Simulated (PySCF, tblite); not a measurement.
# C5HF3O+ (doublet): geometry, infrared bands and EPR parameters

Wanted: the infrared bands and EPR parameters of C5HF3O+ (doublet) (`O=C1[CH+][C]1C(F)=C(F)F`), by calculation.

Computed with tblite 0.8.0 and PySCF 2.14.0, with density-fitted response routines of our own, on a single molecule in the gas phase. Atoms count from 0, in the outputs and in this text.

### 1 The molecule as given

10 atoms, charge 1, multiplicity 2; geometry from: force field or distance geometry start.

Bonds of the start (Å): O0–C1 1.27, C1–C2 1.47, C2–C3 1.49, C3–C4 1.48, C4–F5 1.36, C4–C6 1.33, C6–F7 1.37, C6–F8 1.35, C3–C1 1.49, C2–H9 1.07.

### 2 Relaxing the molecule with GFN2-xTB

What the job is given:

```
{"job": {"kind": "relax", "xc": "GFN2-xTB", "basis": "xTB"}, "charge": 1, "multiplicity": 2}
O      1.635800     1.767500     0.428700
C      1.372700     0.542100     0.195700
C      1.652100    -0.670300    -0.589800
C      0.649200    -0.718400     0.504500
C     -0.797200    -0.654300     0.213600
F     -1.434500    -1.808600    -0.139000
C     -1.508300     0.474300     0.241600
F     -0.953300     1.675600     0.581300
F     -2.825200     0.464200    -0.046400
H      2.217700    -1.067400    -1.412700
```

Launch:

```sh
$ OMP_NUM_THREADS=1 python probes_run.py task.json out
```

This one command runs all jobs of the session in turn.

**Question.** This job is followed by: GFN2-xTB harmonic vibrations, gas phase; UKS B3LYP, pcH-1 on C F H O, non-relativistic, mean-field spin-orbit, GIAO. What will the session give for the following? strongest single infrared mode (GFN2-xTB); zero-point energy (GFN2-xTB); g(iso) (B3LYP); ⟨S²⟩; largest a(iso).

**Answer**, as computed:

| quantity | value |
| --- | --- |
| strongest single infrared mode (GFN2-xTB) | 2284 cm⁻¹, 2138 km/mol |
| zero-point energy (GFN2-xTB) | 28.2 kcal/mol |
| g(iso) (B3LYP) | 2.00239 |
| ⟨S²⟩ | 0.769 (exact 0.75) |
| largest a(iso) | 19F on F5, 107.7 MHz |

Over 132 steps the energy fell by 2.875 eV; of the close pairs, C1–C3 changed most, 1.486 to 2.408 Å. All 24 modes are real, so the xTB geometry is a minimum. The strongest single mode, at 2284 cm⁻¹, moves mainly C1. Unscaled tight-binding wavenumbers are off by several per cent, some by more. Its intensities can rank the bands wrongly. The structure rearranged or came apart on optimisation; the results belong to the end geometry, not to the formula as drawn. C3 carries the largest spin population, 0.63 e. The isotropic g lies 0.1 ppt above the free-electron value.
